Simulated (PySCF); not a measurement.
**C₂H₈BF₂N: core binding energies at several levels of theory**

Aim: compute the core binding energies of C₂H₈BF₂N (`[NH3+][BH2-]CC(F)F`) at several levels, and see how far they spread and what each costs.

Programs: PySCF 2.14.0, with density-fitted response routines of our own. Each step states its level of theory. These are calculated values for one molecule in the gas phase, unless marked as measured. Atoms count from 0, in the outputs and in this text.

## (1) The molecule as given

14 atoms, charge 0, multiplicity 1; geometry from: PBE0-D3(BJ)/def2-SVP.

Bonds of the start (Å): N0–B1 1.63, B1–C2 1.63, C2–C3 1.50, C3–F4 1.37, C3–F5 1.38, N0–H6 1.02, N0–H7 1.02, N0–H8 1.02, B1–H9 1.23, B1–H10 1.23, C2–H11 1.10, C2–H12 1.10, C3–H13 1.10.

## (2) X-ray photoelectron lines: SCAN, X2C

What the job is given:

```
{"job": {"kind": "xps"}, "charge": 0, "multiplicity": 1}
N      1.460539     0.451305     0.337844
B      0.679780    -0.956695     0.072529
C     -0.801718    -0.633103    -0.535450
C     -1.422109     0.642133    -0.058107
F     -1.268313     0.806435     1.291703
F     -0.776971     1.717324    -0.626310
H      2.408732     0.275738     0.667305
H      1.501407     1.038586    -0.496302
H      0.961560     0.988763     1.050614
H      1.384209    -1.586457    -0.708077
H      0.644440    -1.484675     1.177812
H     -0.808784    -0.580694    -1.637318
H     -1.473907    -1.463633    -0.266617
H     -2.496764     0.769674    -0.276220
```

Method: delta-SCF UKS SCAN, pcX-2 on the ionised atom, pcseg-1 elsewhere, spin-free X2C.

Started as:

```sh
$ OMP_NUM_THREADS=1 python probes_run.py task.json out
```

The driver reads the jobs from task.json and runs them one after another.

What it wrote:

```text
ground state, core basis on atom 0 (N), 155 functions
  cycle   1  E = -360.29813074  |g| = 7.20e-01
  cycle   2  E = -360.19386283  |g| = 1.05e+00
  cycle   3  E = -360.40812004  |g| = 1.10e-01
  cycle   4  E = -360.41034493  |g| = 4.52e-02
  cycle   5  E = -360.41080711  |g| = 8.39e-03
  cycle   6  E = -360.41082112  |g| = 2.69e-03
  cycle   7  E = -360.41082305  |g| = 1.33e-03
  cycle   8  E = -360.41082464  |g| = 3.97e-04
  E(ground) = -360.41005361 Eh
hole in N 1s of atom 0
  cycle   1  E = -344.74706065  |g| = 1.85e+00
  cycle   2  E = -344.11210479  |g| = 2.04e+00
  cycle   3  E = -345.36818209  |g| = 4.01e-01
  cycle   4  E = -345.41128253  |g| = 1.86e-01
  cycle   5  E = -345.42131385  |g| = 6.43e-02
  cycle   6  E = -345.42251362  |g| = 1.97e-02
  cycle   7  E = -345.42267441  |g| = 5.70e-03
  cycle   8  E = -345.42268738  |g| = 3.33e-03
  cycle   9  E = -345.42269035  |g| = 1.13e-03
  cycle  10  E = -345.42269168  |g| = 3.82e-04
  E(ion) = -345.42154461 Eh   <S^2> = 0.7646   hole on atom = 1.000   binding energy = 407.858 eV
ground state, core basis on atom 1 (B), 155 functions
  cycle   1  E = -360.39128736  |g| = 4.81e-02
  cycle   2  E = -360.39126046  |g| = 2.29e-02
  cycle   3  E = -360.39134976  |g| = 1.39e-02
  cycle   4  E = -360.39140461  |g| = 1.92e-03
  cycle   5  E = -360.39140481  |g| = 3.54e-04
  E(ground) = -360.39428264 Eh
hole in B 1s of atom 1
  cycle   1  E = -352.84220411  |g| = 1.17e+00
  cycle   2  E = -352.36648652  |g| = 1.41e+00
  cycle   3  E = -353.22181935  |g| = 2.55e-01
  cycle   4  E = -353.24893161  |g| = 1.19e-01
  cycle   5  E = -353.25467467  |g| = 2.91e-02
  cycle   6  E = -353.25499243  |g| = 1.03e-02
  cycle   7  E = -353.25501914  |g| = 8.53e-03
  cycle   8  E = -353.25504488  |g| = 2.36e-03
  cycle   9  E = -353.25504805  |g| = 1.27e-03
  cycle  10  E = -353.25505022  |g| = 5.19e-04
  cycle  11  E = -353.25505079  |g| = 1.77e-04
  E(ion) = -353.25932677 Eh   <S^2> = 0.7715   hole on atom = 1.000   binding energy = 194.152 eV
ground state, core basis on atom 2 (C), 155 functions
  cycle   1  E = -360.39861787  |g| = 5.73e-02
  cycle   2  E = -360.39859017  |g| = 1.85e-02
  cycle   3  E = -360.39858554  |g| = 1.92e-02
  cycle   4  E = -360.39867508  |g| = 1.25e-03
  cycle   5  E = -360.39867362  |g| = 4.59e-04
  E(ground) = -360.39979285 Eh
hole in C 1s of atom 2
  cycle   1  E = -349.18589634  |g| = 1.51e+00
  cycle   2  E = -348.54489473  |g| = 1.81e+00
  cycle   3  E = -349.69415983  |g| = 3.79e-01
  cycle   4  E = -349.72886370  |g| = 2.38e-01
  cycle   5  E = -349.74587983  |g| = 4.61e-02
  cycle   6  E = -349.74654494  |g| = 1.20e-02
  cycle   7  E = -349.74659884  |g| = 6.14e-03
  cycle   8  E = -349.74661686  |g| = 2.26e-03
  cycle   9  E = -349.74661918  |g| = 1.16e-03
  cycle  10  E = -349.74662037  |g| = 7.01e-04
  cycle  11  E = -349.74661991  |g| = 2.38e-04
  E(ion) = -349.74767299 Eh   <S^2> = 0.7668   hole on atom = 1.000   binding energy = 289.859 eV
ground state, core basis on atom 3 (C), 155 functions
  cycle   1  E = -360.40623031  |g| = 5.97e-02
  cycle   2  E = -360.40616769  |g| = 2.79e-02
  cycle   3  E = -360.40617809  |g| = 2.81e-02
  cycle   4  E = -360.40632693  |g| = 3.72e-03
  cycle   5  E = -360.40633159  |g| = 7.10e-04
  cycle   6  E = -360.40633176  |g| = 1.26e-04
  E(ground) = -360.40637482 Eh
hole in C 1s of atom 3
  cycle   1  E = -349.01456995  |g| = 1.50e+00
  cycle   2  E = -342.53588180  |g| = 3.36e+00
  cycle   3  E = -349.18693438  |g| = 8.94e-01
  cycle   4  E = -349.44690194  |g| = 5.53e-01
  cycle   5  E = -349.54679616  |g| = 1.54e-01
  cycle   6  E = -349.55409986  |g| = 4.85e-02
  cycle   7  E = -349.55534918  |g| = 1.01e-02
  cycle   8  E = -349.55537931  |g| = 8.07e-03
  cycle   9  E = -349.55540125  |g| = 2.79e-03
  cycle  10  E = -349.55540582  |g| = 1.28e-03
  cycle  11  E = -349.55540673  |g| = 6.13e-04
  cycle  12  E = -349.55540724  |g| = 2.07e-04
  E(ion) = -349.55769941 Eh   <S^2> = 0.7722   hole on atom = 1.000   binding energy = 295.207 eV
ground state, core basis on atom 4 (F), 155 functions
  cycle   1  E = -360.44266843  |g| = 1.18e-01
  cycle   2  E = -360.44234021  |g| = 6.12e-02
  cycle   3  E = -360.44229415  |g| = 6.47e-02
  cycle   4  E = -360.44285273  |g| = 5.12e-03
  cycle   5  E = -360.44285822  |g| = 7.08e-04
  cycle   6  E = -360.44285799  |g| = 2.87e-04
  E(ground) = -360.44580340 Eh
hole in F 1s of atom 4
  cycle   1  E = -334.08558822  |g| = 2.58e+00
  cycle   2  E = -333.31599719  |g| = 2.43e+00
  cycle   3  E = -334.73036035  |g| = 7.04e-01
  cycle   4  E = -334.91880823  |g| = 3.78e-01
  cycle   5  E = -334.96881013  |g| = 1.34e-01
  cycle   6  E = -334.97366869  |g| = 4.83e-02
  cycle   7  E = -334.97457613  |g| = 6.91e-03
  cycle   8  E = -334.97459463  |g| = 3.47e-03
  cycle   9  E = -334.97459981  |g| = 6.74e-04
  cycle  10  E = -334.97459980  |g| = 2.51e-04
  E(ion) = -334.98423322 Eh   <S^2> = 0.7572   hole on atom = 1.000   binding energy = 692.845 eV
```

It took 47 s on 1 thread of Arm Neoverse V1, shared host; peak memory 0.58 GiB.

Binding energies by hole, beside the orbital energy of the ground state; the difference holds orbital relaxation and, for a density functional, its self-interaction error:

| hole | stands for | environment | ΔSCF (eV) | −ε (eV) | ⟨S²⟩ |
| --- | --- | --- | --- | --- | --- |
| N1s on N0 | N0 | donor nitrogen of a Lewis adduct | 407.86 | 388.1 | 0.765 |
| B1s on B1 | B1 | boron bonded to C, N, 2 H | 194.15 | 178.5 | 0.771 |
| C1s on C2 | C2 | sp3 CH2 bonded to B | 289.86 | 272.8 | 0.767 |
| C1s on C3 | C3 | sp3 CH bonded to 2 F | 295.21 | 277.6 | 0.772 |
| F1s on F4 | F4, F5 | fluorine of a CF2 group | 692.84 | 666.8 | 0.757 |

Each hole run stands for the others of its class of like atoms.

## (3) Core-electron binding energies: B3LYP, X2C

The job, as its differences from that of step 2:

```diff
@@ -1,2 +1,2 @@
-{"job": {"kind": "xps"}, "charge": 0, "multiplicity": 1}
+{"job": {"kind": "xps", "xc": "B3LYP"}, "charge": 0, "multiplicity": 1}
 N      1.460539     0.451305     0.337844
```

With the program's defaults for keys left out, this is: delta-SCF UKS B3LYP, pcX-2 on the ionised atom, pcseg-1 elsewhere, spin-free X2C.

What it wrote:

```text
ground state, core basis on atom 0 (N), 155 functions
  cycle   1  E = -360.42886589  |g| = 7.21e-01
  cycle   2  E = -360.35629842  |g| = 9.93e-01
  cycle   3  E = -360.53860323  |g| = 8.39e-02
  cycle   4  E = -360.53984729  |g| = 3.80e-02
  cycle   5  E = -360.54017707  |g| = 5.99e-03
  cycle   6  E = -360.54018392  |g| = 1.93e-03
  cycle   7  E = -360.54018653  |g| = 4.70e-04
  E(ground) = -360.54049212 Eh
hole in N 1s of atom 0
  cycle   1  E = -344.88602603  |g| = 1.86e+00
  cycle   2  E = -344.48239284  |g| = 1.93e+00
  cycle   3  E = -345.52702022  |g| = 2.90e-01
  cycle   4  E = -345.55223281  |g| = 8.11e-02
  cycle   5  E = -345.55418213  |g| = 3.15e-02
  cycle   6  E = -345.55448655  |g| = 6.34e-03
  cycle   7  E = -345.55450452  |g| = 2.20e-03
  cycle   8  E = -345.55450720  |g| = 8.90e-04
  cycle   9  E = -345.55450791  |g| = 5.08e-04
  cycle  10  E = -345.55450841  |g| = 1.50e-04
  E(ion) = -345.55484644 Eh   <S^2> = 0.7586   hole on atom = 1.000   binding energy = 407.780 eV
ground state, core basis on atom 1 (B), 155 functions
  cycle   1  E = -360.52468621  |g| = 3.46e-02
  cycle   2  E = -360.52467496  |g| = 1.81e-02
  cycle   3  E = -360.52471585  |g| = 1.17e-02
  cycle   4  E = -360.52474303  |g| = 1.56e-03
  cycle   5  E = -360.52474390  |g| = 1.84e-04
  E(ground) = -360.52514808 Eh
hole in B 1s of atom 1
  cycle   1  E = -352.95933514  |g| = 1.18e+00
  cycle   2  E = -352.65816644  |g| = 1.29e+00
  cycle   3  E = -353.35397124  |g| = 2.28e-01
  cycle   4  E = -353.37547538  |g| = 1.02e-01
  cycle   5  E = -353.37958464  |g| = 1.94e-02
  cycle   6  E = -353.37975415  |g| = 4.77e-03
  cycle   7  E = -353.37976342  |g| = 1.90e-03
  cycle   8  E = -353.37976639  |g| = 8.66e-04
  cycle   9  E = -353.37976586  |g| = 4.49e-04
  E(ion) = -353.38013454 Eh   <S^2> = 0.7591   hole on atom = 1.000   binding energy = 194.426 eV
ground state, core basis on atom 2 (C), 155 functions
  cycle   1  E = -360.52945693  |g| = 4.25e-02
  cycle   2  E = -360.52944181  |g| = 1.71e-02
  cycle   3  E = -360.52946499  |g| = 1.42e-02
  cycle   4  E = -360.52951309  |g| = 1.91e-03
  cycle   5  E = -360.52951374  |g| = 2.28e-04
  E(ground) = -360.52964928 Eh
hole in C 1s of atom 2
  cycle   1  E = -349.32210970  |g| = 1.52e+00
  cycle   2  E = -348.83586200  |g| = 1.72e+00
  cycle   3  E = -349.84222616  |g| = 2.95e-01
  cycle   4  E = -349.86774733  |g| = 1.53e-01
  cycle   5  E = -349.87468791  |g| = 2.75e-02
  cycle   6  E = -349.87495916  |g| = 6.68e-03
  cycle   7  E = -349.87498039  |g| = 1.88e-03
  cycle   8  E = -349.87498294  |g| = 9.84e-04
  cycle   9  E = -349.87498357  |g| = 4.45e-04
  E(ion) = -349.87509201 Eh   <S^2> = 0.7593   hole on atom = 1.000   binding energy = 289.925 eV
ground state, core basis on atom 3 (C), 155 functions
  cycle   1  E = -360.53610471  |g| = 4.84e-02
  cycle   2  E = -360.53601800  |g| = 3.58e-02
  cycle   3  E = -360.53619746  |g| = 1.72e-02
  cycle   4  E = -360.53624554  |g| = 3.34e-03
  cycle   5  E = -360.53624650  |g| = 3.25e-04
  E(ground) = -360.53627219 Eh
hole in C 1s of atom 3
  cycle   1  E = -349.14752818  |g| = 1.50e+00
  cycle   2  E = -344.27919831  |g| = 3.26e+00
  cycle   3  E = -349.46591898  |g| = 6.73e-01
  cycle   4  E = -349.61916610  |g| = 4.35e-01
  cycle   5  E = -349.67818220  |g| = 1.17e-01
  cycle   6  E = -349.68279478  |g| = 2.90e-02
  cycle   7  E = -349.68321277  |g| = 7.19e-03
  cycle   8  E = -349.68322866  |g| = 4.74e-03
  cycle   9  E = -349.68323799  |g| = 1.18e-03
  cycle  10  E = -349.68323921  |g| = 5.64e-04
  cycle  11  E = -349.68323881  |g| = 2.96e-04
  E(ion) = -349.68317699 Eh   <S^2> = 0.7617   hole on atom = 1.000   binding energy = 295.328 eV
ground state, core basis on atom 4 (F), 155 functions
  cycle   1  E = -360.57916521  |g| = 8.42e-02
  cycle   2  E = -360.57892441  |g| = 5.47e-02
  cycle   3  E = -360.57913552  |g| = 3.84e-02
  cycle   4  E = -360.57933765  |g| = 1.72e-03
  cycle   5  E = -360.57933797  |g| = 6.95e-04
  cycle   6  E = -360.57933838  |g| = 6.09e-05
  E(ground) = -360.57943514 Eh
hole in F 1s of atom 4
  cycle   1  E = -334.23198064  |g| = 2.60e+00
  cycle   2  E = -334.11080402  |g| = 2.19e+00
  cycle   3  E = -335.07005416  |g| = 4.14e-01
  cycle   4  E = -335.09515639  |g| = 3.04e-01
  cycle   5  E = -335.12872381  |g| = 4.16e-02
  cycle   6  E = -335.12916665  |g| = 1.86e-02
  cycle   7  E = -335.12931825  |g| = 1.75e-03
  cycle   8  E = -335.12931943  |g| = 6.36e-04
  cycle   9  E = -335.12931970  |g| = 2.19e-04
  E(ion) = -335.12925568 Eh   <S^2> = 0.7549   hole on atom = 1.000   binding energy = 692.535 eV
```

Wall time 49 s (1 thread of Arm Neoverse V1, shared host); peak memory 0.7 GiB.

The holes in one table. −ε is the ground-state orbital energy:

| hole | stands for | environment | ΔSCF (eV) | −ε (eV) | ⟨S²⟩ |
| --- | --- | --- | --- | --- | --- |
| N1s on N0 | N0 | donor nitrogen of a Lewis adduct | 407.78 | 391.8 | 0.759 |
| B1s on B1 | B1 | boron bonded to C, N, 2 H | 194.43 | 182.1 | 0.759 |
| C1s on C2 | C2 | sp3 CH2 bonded to B | 289.93 | 276.1 | 0.759 |
| C1s on C3 | C3 | sp3 CH bonded to 2 F | 295.33 | 281.0 | 0.762 |
| F1s on F4 | F4, F5 | fluorine of a CF2 group | 692.53 | 672.3 | 0.755 |

Each hole run stands for the others of its class of like atoms.

## (4) X-ray photoelectron lines: PBE0, X2C

The job, as its differences from that of step 3:

```diff
@@ -1,2 +1,2 @@
-{"job": {"kind": "xps", "xc": "B3LYP"}, "charge": 0, "multiplicity": 1}
+{"job": {"kind": "xps", "xc": "PBE0"}, "charge": 0, "multiplicity": 1}
 N      1.460539     0.451305     0.337844
```

With the program's defaults for keys left out, this is: delta-SCF UKS PBE0, pcX-2 on the ionised atom, pcseg-1 elsewhere, spin-free X2C.

What it wrote:

```text
ground state, core basis on atom 0 (N), 155 functions
  cycle   1  E = -360.04168620  |g| = 6.78e-01
  cycle   2  E = -360.00027326  |g| = 8.70e-01
  cycle   3  E = -360.14005437  |g| = 7.51e-02
  cycle   4  E = -360.14103786  |g| = 3.28e-02
  cycle   5  E = -360.14128571  |g| = 4.87e-03
  cycle   6  E = -360.14129088  |g| = 1.49e-03
  cycle   7  E = -360.14129127  |g| = 3.44e-04
  E(ground) = -360.14152114 Eh
hole in N 1s of atom 0
  cycle   1  E = -344.50357676  |g| = 1.86e+00
  cycle   2  E = -344.23414748  |g| = 1.80e+00
  cycle   3  E = -345.14955732  |g| = 2.68e-01
  cycle   4  E = -345.17180199  |g| = 5.95e-02
  cycle   5  E = -345.17289637  |g| = 2.49e-02
  cycle   6  E = -345.17309282  |g| = 5.10e-03
  cycle   7  E = -345.17310541  |g| = 2.13e-03
  cycle   8  E = -345.17310817  |g| = 8.00e-04
  cycle   9  E = -345.17310844  |g| = 4.33e-04
  E(ion) = -345.17338237 Eh   <S^2> = 0.7604   hole on atom = 1.000   binding energy = 407.304 eV
ground state, core basis on atom 1 (B), 155 functions
  cycle   1  E = -360.12490251  |g| = 4.75e-02
  cycle   2  E = -360.12488364  |g| = 2.12e-02
  cycle   3  E = -360.12492695  |g| = 1.53e-02
  cycle   4  E = -360.12497364  |g| = 1.29e-03
  cycle   5  E = -360.12497598  |g| = 1.29e-04
  E(ground) = -360.12530051 Eh
hole in B 1s of atom 1
  cycle   1  E = -352.58677011  |g| = 1.18e+00
  cycle   2  E = -352.38821377  |g| = 1.18e+00
  cycle   3  E = -352.98190701  |g| = 2.17e-01
  cycle   4  E = -353.00249187  |g| = 8.52e-02
  cycle   5  E = -353.00536395  |g| = 1.71e-02
  cycle   6  E = -353.00550031  |g| = 4.05e-03
  cycle   7  E = -353.00550878  |g| = 1.87e-03
  cycle   8  E = -353.00551090  |g| = 9.06e-04
  cycle   9  E = -353.00551130  |g| = 4.38e-04
  E(ion) = -353.00581408 Eh   <S^2> = 0.7636   hole on atom = 1.000   binding energy = 193.731 eV
ground state, core basis on atom 2 (C), 155 functions
  cycle   1  E = -360.13084093  |g| = 5.78e-02
  cycle   2  E = -360.13084013  |g| = 1.22e-02
  cycle   3  E = -360.13083408  |g| = 1.34e-02
  cycle   4  E = -360.13087434  |g| = 1.34e-03
  cycle   5  E = -360.13087497  |g| = 1.59e-04
  E(ground) = -360.13093057 Eh
hole in C 1s of atom 2
  cycle   1  E = -348.94342372  |g| = 1.52e+00
  cycle   2  E = -348.58839916  |g| = 1.60e+00
  cycle   3  E = -349.46569358  |g| = 2.79e-01
  cycle   4  E = -349.49020727  |g| = 1.30e-01
  cycle   5  E = -349.49530088  |g| = 2.40e-02
  cycle   6  E = -349.49551258  |g| = 5.72e-03
  cycle   7  E = -349.49552942  |g| = 1.90e-03
  cycle   8  E = -349.49553283  |g| = 9.64e-04
  cycle   9  E = -349.49553351  |g| = 4.36e-04
  E(ion) = -349.49555848 Eh   <S^2> = 0.7623   hole on atom = 1.000   binding energy = 289.403 eV
ground state, core basis on atom 3 (C), 155 functions
  cycle   1  E = -360.13808893  |g| = 6.27e-02
  cycle   2  E = -360.13805329  |g| = 3.05e-02
  cycle   3  E = -360.13813999  |g| = 2.19e-02
  cycle   4  E = -360.13822342  |g| = 2.99e-03
  cycle   5  E = -360.13822541  |g| = 2.91e-04
  E(ground) = -360.13818694 Eh
hole in C 1s of atom 3
  cycle   1  E = -348.77177138  |g| = 1.50e+00
  cycle   2  E = -345.10847395  |g| = 2.92e+00
  cycle   3  E = -349.12672099  |g| = 5.95e-01
  cycle   4  E = -349.26488859  |g| = 3.41e-01
  cycle   5  E = -349.30117230  |g| = 1.13e-01
  cycle   6  E = -349.30521439  |g| = 2.63e-02
  cycle   7  E = -349.30553338  |g| = 7.95e-03
  cycle   8  E = -349.30555657  |g| = 4.27e-03
  cycle   9  E = -349.30556672  |g| = 1.28e-03
  cycle  10  E = -349.30556904  |g| = 5.25e-04
  cycle  11  E = -349.30556878  |g| = 2.55e-04
  E(ion) = -349.30545182 Eh   <S^2> = 0.7660   hole on atom = 1.000   binding energy = 294.774 eV
ground state, core basis on atom 4 (F), 155 functions
  cycle   1  E = -360.18059513  |g| = 1.11e-01
  cycle   2  E = -360.18041868  |g| = 4.99e-02
  cycle   3  E = -360.18046427  |g| = 4.72e-02
  cycle   4  E = -360.18077691  |g| = 1.45e-03
  cycle   5  E = -360.18077579  |g| = 6.27e-04
  cycle   6  E = -360.18077609  |g| = 6.55e-05
  E(ground) = -360.18083123 Eh
hole in F 1s of atom 4
  cycle   1  E = -333.85191545  |g| = 2.60e+00
  cycle   2  E = -333.86467129  |g| = 2.07e+00
  cycle   3  E = -334.70959683  |g| = 3.61e-01
  cycle   4  E = -334.72888005  |g| = 2.55e-01
  cycle   5  E = -334.75212518  |g| = 3.11e-02
  cycle   6  E = -334.75238505  |g| = 1.36e-02
  cycle   7  E = -334.75246766  |g| = 1.41e-03
  cycle   8  E = -334.75246890  |g| = 4.57e-04
  E(ion) = -334.75239862 Eh   <S^2> = 0.7555   hole on atom = 1.000   binding energy = 691.943 eV
```

It took 46 s on 1 thread of Arm Neoverse V1, shared host; peak memory 0.7 GiB.

The holes in one table. −ε is the ground-state orbital energy:

| hole | stands for | environment | ΔSCF (eV) | −ε (eV) | ⟨S²⟩ |
| --- | --- | --- | --- | --- | --- |
| N1s on N0 | N0 | donor nitrogen of a Lewis adduct | 407.30 | 393.6 | 0.760 |
| B1s on B1 | B1 | boron bonded to C, N, 2 H | 193.73 | 183.0 | 0.764 |
| C1s on C2 | C2 | sp3 CH2 bonded to B | 289.40 | 277.4 | 0.762 |
| C1s on C3 | C3 | sp3 CH bonded to 2 F | 294.77 | 282.3 | 0.766 |
| F1s on F4 | F4, F5 | fluorine of a CF2 group | 691.94 | 674.7 | 0.756 |

Each hole run stands for the others of its class of like atoms.

(Part 1 of 3 ends here.)
